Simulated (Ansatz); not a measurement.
# LuGaP2: how the settings move a single-point run

How sensitive is a single-point run of LuGaP2 to its settings? A reference run comes first, then three runs with altered input. The cell is built on a prototype (ordering on rocksalt) and needn't be the phase found in nature.

Program: Ansatz 0.2.0. Level of theory: reference: DFT, HSE06, plane waves, PAW. These are calculated values, not measurements.

2 further runs of the same task are left out: 2 that didn't finish.

## (1) The structure to begin with

Symmetry: P4/mmm, No. 123, tetragonal system. Conventional cell: a = 3.770 Å, b = 3.770 Å, c = 5.539 Å, α = 90.00°, β = 90.00°, γ = 90.00°. Ga (site symmetry 4/mmm) has 6 P at 2.67 to 2.77 Å as nearest neighbours. P (site symmetry 4/mmm) has 4 Lu at 2.67 Å and 2 Ga at 2.77 Å as nearest neighbours. Lu (site symmetry 4/mmm) has 6 P at 2.67 to 2.77 Å as nearest neighbours. Around P (site symmetry 4/mmm) lie 4 Ga at 2.67 Å and 2 Lu at 2.77 Å.

Structure file:

```cif
data_structure
_symmetry_space_group_name_H-M 'P 1'
_symmetry_Int_Tables_number 1
_cell_length_a 3.7697
_cell_length_b 3.7697
_cell_length_c 5.5387
_cell_angle_alpha 90.000
_cell_angle_beta 90.000
_cell_angle_gamma 90.000
_cell_volume 78.71
loop_
_atom_site_label
_atom_site_type_symbol
_atom_site_fract_x
_atom_site_fract_y
_atom_site_fract_z
_atom_site_occupancy
Ga1 Ga 0.00000 0.00000 0.00000 1
P1 P 0.00000 0.00000 0.50000 1
Lu1 Lu 0.50000 0.50000 0.50000 1
P2 P 0.50000 0.50000 0.00000 1
```

## (2) Reference

Input file input.yaml:

```yaml
crystal:
  lattice:
    - [3.7697287898, 0.0, 0.0]
    - [0.0, 3.7697287898, 0.0]
    - [0.0, 0.0, 5.5387272645]
  atoms:
    - { symbol: Ga, position: [0.0, 0.0, 0.0] }
    - { symbol: P, position: [0.0, 0.0, 0.5] }
    - { symbol: Lu, position: [0.5, 0.5, 0.5] }
    - { symbol: P, position: [0.5, 0.5, 0.0] }
kpoints:
  mp_grid: { grid: [4, 4, 2] }
hamiltonian:
  xc: hse06
scf:
  occupations: { method: fermi_dirac, width: 0.02 }
  n_extra_bands: 5
output:
  forces: true
  stress: true
  eigenvalues: true
```

Command:

```
ansatz run input.yaml --threads 4 --pin off --max-ram 3686MiB --backend cpu --events-out ev --progress --plain --runs-dir out
```

## (3) Changed: mp_grid.grid [6, 6, 4], xc pbe, accuracy low

Edit input.yaml of step 2 so:

```diff
@@ -11,5 +11,5 @@
 kpoints:
-  mp_grid: { grid: [4, 4, 2] }
+  mp_grid: { grid: [6, 6, 4] }
 hamiltonian:
-  xc: hse06
+  xc: pbe
 scf:
@@ -21 +21,2 @@
   eigenvalues: true
+accuracy: low
```

## (4) Changing settings: exchange pbe, correlation pbe, coeff 0.1, omega 0.3

Edit input.yaml of step 2 so:

```diff
@@ -13,3 +13,3 @@
 hamiltonian:
-  xc: hse06
+  xc: { exchange: pbe, correlation: pbe, exx: { coeff: 0.1, omega: 0.3 } }
 scf:
```

## (5) Changing settings: xc cam_b3lyp

Edit input.yaml of step 2 so:

```diff
@@ -13,3 +13,3 @@
 hamiltonian:
-  xc: hse06
+  xc: cam_b3lyp
 scf:
```

Q: Predict the outcome of this session. Wanted: for each run, ending; energy change; pressure; gap; force.

As calculated:

| run | ending | energy change | pressure (GPa) | gap (eV) | force (eV/Å) | cycles | time |
| --- | --- | --- | --- | --- | --- | --- | --- |
| reference | converged | - | 1.6 | 0.00 | 0.00 | 32 | 24 s |
| 1: mp_grid.grid [6, 6, 4], xc pbe, accuracy low | converged | not comparable | 1.2 | 0.00 | 0.00 | 7 | 2.3 s |
| 2: exchange pbe, correlation pbe, coeff 0.1, omega 0.3 | converged | not comparable | 2.1 | 0.00 | 0.00 | 24 | 19 s |
| 3: xc cam_b3lyp | converged | not comparable | 3.0 | 0.00 | 0.00 | 36 | 30 s |

Residual by cycle in the longest SCF loop of each run; runs are numbered as in the table. The quantity is the density residual dr2, in eV.

```csv
cycle,reference,run 1,run 2,run 3
1,0.0759,0.00173,0.0783,0.0504
2,0.00137,6.7e-4,0.00166,0.0155
4,3.6e-4,2.0e-5,0.00165,9.6e-4
5,1.3e-4,4.9e-6,9.7e-4,0.00113
7,2.5e-6,4.1e-8,2.2e-6,0.00108
8,2.3e-7,-,1.9e-6,0.00367
10,1.5e-8,-,7.4e-9,0.00161
11,2.2e-10,-,1.4e-9,0.00134
13,-,-,-,4.3e-4
14,-,-,-,1.4e-4
16,-,-,-,1.4e-4
17,-,-,-,5.1e-5
```

Of the variants the dearest is «xc cam_b3lyp» (30 s), the cheapest «mp_grid.grid [6, 6, 4], xc pbe, accuracy low» (2.3 s), on a shared host.
